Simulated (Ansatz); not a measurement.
# C2H5NSn: up Jacob's ladder to CCSD(T)

The task here is to estimate one member of a computed series from the others.

Computed with Ansatz 0.2.0, Gaussian basis. Level: functionals in def2-TZVPP, the program's frozen cores in correlated methods.

Plan: LDA (SPW92), PBE-D4, revPBE-D4, BLYP-D4, r2SCAN-D4, B97M-V, PBE0-D4, B3LYP-D4, r2SCANh-D4, r2SCAN0-D4, HSE06-D4, BHLYP-D4, CAM-B3LYP-D4, LC-ωPBE, ωB97X-V, ωB97M-V, B2PLYP, PBE-QIDH; CCSD(T)/def2-SVP; CCSD(T)/def2-TZVPP; MP2/def2-QZVPP; extrapolation to the limit; RPA on PBE.

## The geometry

All runs share one geometry, relaxed beforehand with PBE0-D4 in a triple-zeta def2 set. Sn takes the def2 core potential; no spin-orbit term is included.

9 atoms, charge 0, spin multiplicity 1.

Atoms are counted from 1 here; the program's logs count them from 0.

Bond lengths: C1–Sn2 2.127 Å, C1–H5 1.090 Å, C1–H6 1.089 Å, C1–H7 1.089 Å, Sn2–C3 2.121 Å, Sn2–H8 1.701 Å, Sn2–H9 1.701 Å, C3–N4 1.153 Å. Angles: Sn2–C1–H5 109.9°, Sn2–C1–H6 109.5°, Sn2–C1–H7 109.5°, H5–C1–H6 109.3°, H5–C1–H7 109.3°, H6–C1–H7 109.3°, C1–Sn2–C3 106.0°, C1–Sn2–H8 113.6°, C1–Sn2–H9 113.6°, C3–Sn2–H8 105.5°, C3–Sn2–H9 105.5°, H8–Sn2–H9 111.8°, Sn2–C3–N4 178.5°.

The first run:

Contents of in.yaml:

```yaml
crystal:
  periodic: [false, false, false]
  atoms:
    - {symbol: C, position_ang: [-0.752148, 0.983188, -0.717621]}
    - {symbol: Sn, position_ang: [-0.211398, -0.638859, 0.546890]}
    - {symbol: C, position_ang: [1.898836, -0.805377, 0.416806]}
    - {symbol: N, position_ang: [3.045983, -0.872275, 0.326594]}
    - {symbol: H, position_ang: [-1.833409, 1.118666, -0.704670]}
    - {symbol: H, position_ang: [-0.270123, 1.894550, -0.365881]}
    - {symbol: H, position_ang: [-0.427001, 0.773712, -1.735984]}
    - {symbol: H, position_ang: [-0.818087, -2.139540, 0.025529]}
    - {symbol: H, position_ang: [-0.544153, -0.360262, 2.191138]}
basis:
  gaussian: {orbitals: def2-TZVPP}
hamiltonian: {xc: lda}
output: {orbitals: {seedname: orbitals}}
```

Among the steps run: LDA; PBE-D4 (GGA); revPBE-D4 (GGA); BLYP-D4 (GGA); r2SCAN-D4 (meta-GGA); B97M-V (meta-GGA); PBE0-D4 (hybrid); B3LYP-D4 (hybrid); r2SCANh-D4 (hybrid); r2SCAN0-D4 (hybrid); HSE06-D4 (hybrid); BHLYP-D4 (hybrid); CAM-B3LYP-D4 (range-separated); LC-ωPBE-D4 (range-separated; the results give it without D4); ωB97X-V (range-separated); ωB97M-V (range-separated); B2PLYP (double hybrid); PBE-QIDH (double hybrid).

One table of the session follows, with a row left open; its other results are not shown here.

It belongs to the step «Frontier levels by functional». 

| functional | HOMO (eV) | gap (eV) |
| --- | --- | --- |
| LDA (SPW92) | -7.97 | 6.49 |
| PBE-D4 | -7.80 | 6.53 |
| revPBE-D4 | -7.73 | 6.56 |
| BLYP-D4 | -7.65 | 6.46 |
| r2SCAN-D4 | -8.06 | 7.11 |
| B97M-V | -8.09 | 6.97 |
| PBE0-D4 | -9.02 | 8.57 |
| B3LYP-D4 | -8.79 | 8.08 |
| r2SCANh-D4 | -8.52 | 7.87 |
| r2SCAN0-D4 | -9.20 | 8.97 |
| HSE06-D4 | -8.62 | 7.81 |
| BHLYP-D4 | -10.12 | 10.36 |
| CAM-B3LYP-D4 | -10.36 | 10.75 |
| LC-ωPBE | ? | ? |
| ωB97X-V | -11.35 | 12.73 |
| ωB97M-V | -11.21 | 12.22 |

Q: Estimate the row for LC-ωPBE from the others.

**Answer.** HOMO (eV): -11.74; gap (eV): 13.27. In the column «HOMO (eV)» it is the lowest.
